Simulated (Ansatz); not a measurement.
# Mg2ZnO3: the cost of one run

Computed with Ansatz 0.2.0, driven from Python. Level of theory: DFT PBEsol, plane waves, PAW.

### Step 1. Starting point

Mg2ZnO3 P-3m1: It takes space group P-3m1 (No. 164, trigonal). Conventional cell: a = 3.033 Å, b = 3.033 Å, c = 7.403 Å, α = 90.00°, β = 90.00°, γ = 120.00°. Mg (site symmetry 3m) is surrounded by 6 O at 2.12 to 2.14 Å. Zn (site symmetry -3m) is surrounded by 6 O at 2.17 Å. O (site symmetry 3m) has 3 Mg at 2.12 Å and 3 Zn at 2.17 Å as nearest neighbours. Only part of the 4 independent sites is listed.

Mg P6_3/mmc: The structure is hexagonal, space group P6_3/mmc (No. 194). The conventional cell has a = 3.209 Å, b = 3.209 Å, c = 5.210 Å, α = 90.00°, β = 90.00°, γ = 120.00°. Around Mg (site symmetry -6m2) lie 12 Mg at 3.20 to 3.21 Å.

Zn P6_3/mmc: Symmetry: P6_3/mmc, No. 194, hexagonal system. The conventional cell has a = 2.670 Å, b = 2.670 Å, c = 4.966 Å, α = 90.00°, β = 90.00°, γ = 120.00°. Zn (site symmetry -6m2) is surrounded by 12 Zn at 2.67 to 2.92 Å.

O in a box: Symmetry: Pmmm, No. 47, orthorhombic system. Conventional cell: a = 9.000 Å, b = 9.500 Å, c = 10.000 Å, α = 90.00°, β = 90.00°, γ = 90.00°. O (site symmetry mm2) is surrounded by 1 O at 1.23 Å.

The script holds or builds the structure itself.

### Step 2. Script

formation.py

```python
'''Formation energy of Mg2ZnO3 from the elements, after relaxing cells and atoms.'''

from collections import Counter
import csv
import warnings

import ansatz as az
import numpy as np

PHASES = {
    'Mg2ZnO3': (
        [(3.032999, 0.0, 0.0), (-1.516499, 2.626654, 0.0), (0.0, 0.0, 7.403316)],
        [
            ('Mg', (1 / 3, 2 / 3, 0.6658)),
            ('Mg', (2 / 3, 1 / 3, 0.3342)),
            ('Zn', (0.0, 0.0, 0.0)),
            ('O', (1 / 3, 2 / 3, 0.172619)),
            ('O', (2 / 3, 1 / 3, 0.827381)),
            ('O', (0.0, 0.0, 0.5)),
        ],
    ),
    'Mg': (
        [(3.2093, 0.0, 0.0), (-1.60465, 2.779335, 0.0), (0.0, 0.0, 5.2103)],
        [
            ('Mg', (1 / 3, 2 / 3, 0.25)),
            ('Mg', (2 / 3, 1 / 3, 0.75)),
        ],
    ),
    'Zn': (
        [(2.67, 0.0, 0.0), (-1.335, 2.312288, 0.0), (0.0, 0.0, 4.966)],
        [
            ('Zn', (1 / 3, 2 / 3, 0.25)),
            ('Zn', (2 / 3, 1 / 3, 0.75)),
        ],
    ),
    'O2': (
        [(9.0, 0.0, 0.0), (0.0, 9.5, 0.0), (0.0, 0.0, 10.0)],
        [
            ('O', (0.5, 0.5, 0.4385)),
            ('O', (0.5, 0.5, 0.5615)),
        ],
    ),
}


def build(vectors, sites):
    crystal = az.Crystal(lattice=az.Lattice.of(vectors))
    for symbol, position in sites:
        crystal = crystal.atom(symbol, position)
    return crystal

POLARISED = {'O2'}

GASES = {'O2'}


def run_phase(name, crystal):
    calc = (
        crystal.calculation()
        .functional('PBEsol')
        .basis(510)
        .scf(tolerance=1e-08)
        .kpoints(spacing=0.27)
        .occupations('cold', width=0.02)
        .stress()
    )
    if name in POLARISED:
        calc = calc.spin('collinear')
    if name in GASES:
        return calc.kpoints(1, 1, 1).relax(force_tolerance=0.01).run(threads=1, backend='cpu')
    calc = calc.relax(force_tolerance=0.01, cell=True)
    return calc.run(threads=1, backend='cpu')


def counts(outcome):
    return Counter(site.symbol for site in outcome.lattice.sites)

def formation_energy(outcome, mu):
    n = counts(outcome)
    return (outcome.report['energy_sigma0_ev'] - sum(k * mu[element] for element, k in n.items())) / sum(n.values())


def volume_per_atom(outcome):
    return abs(np.linalg.det(outcome.lattice.cell_ang)) / len(outcome.lattice.sites)


def main() -> None:
    warnings.simplefilter('ignore', az.DeckWarning)

    phases = {name: build(*cell) for name, cell in PHASES.items()}
    phases['O2'] = phases['O2'].moments(O=1.0)

    done = {name: run_phase(name, crystal) for name, crystal in phases.items()}

    # energy of one atom in its reference phase
    references = {'Mg': 'Mg', 'Zn': 'Zn', 'O': 'O2'}
    mu = {element: done[name].report['energy_sigma0_ev'] / len(done[name].lattice.sites) for element, name in references.items()}

    target = done['Mg2ZnO3']
    heat = formation_energy(target, mu)
    rows = [(name, len(o.lattice.sites), volume_per_atom(o), formation_energy(o, mu)) for name, o in done.items()]
    with open('formation.csv', 'w', newline='') as handle:
        writer = csv.writer(handle)
        writer.writerow(['phase', 'atoms', 'V (A^3/atom)', 'E_form (eV/atom)'])
        writer.writerows([round(v, 4) if isinstance(v, float) else v for v in row] for row in rows)
    print(open('formation.csv').read())
    # gas references are bare DFT energies, without zero-point or fitted corrections


if __name__ == '__main__':
    main()
```

### Step 3. The input behind the calls

The package turns the script's settings into the engine's input (first run):

```yaml
crystal:
  lattice:
    - [3.032999, 0.0, 0.0]
    - [-1.516499, 2.626654, 0.0]
    - [0.0, 0.0, 7.403316]
  atoms:
    - { symbol: Mg, position: [0.3333333333333333, 0.6666666666666666, 0.6658] }
    - { symbol: Mg, position: [0.6666666666666666, 0.3333333333333333, 0.3342] }
    - { symbol: Zn, position: [0.0, 0.0, 0.0] }
    - { symbol: O, position: [0.3333333333333333, 0.6666666666666666, 0.172619] }
    - { symbol: O, position: [0.6666666666666666, 0.3333333333333333, 0.827381] }
    - { symbol: O, position: [0.0, 0.0, 0.5] }
basis:
  ecutwfc: 510.0
kpoints:
  mp_grid:
    kspacing: 0.27
hamiltonian:
  xc: pbesol
scf:
  convergence:
    dr2_threshold: 1.0e-08
  occupations:
    method: cold
    width: 0.02
relax:
  f_tol: 0.01
  cell: {}
output:
  stress: true
```

### Step 4. Running it

The run is started by

```
> python formation.py
```

What time and memory should one allow on 1 thread of Arm Neoverse V1, shared host?

About 83 s, with a peak of 0.89 GiB.
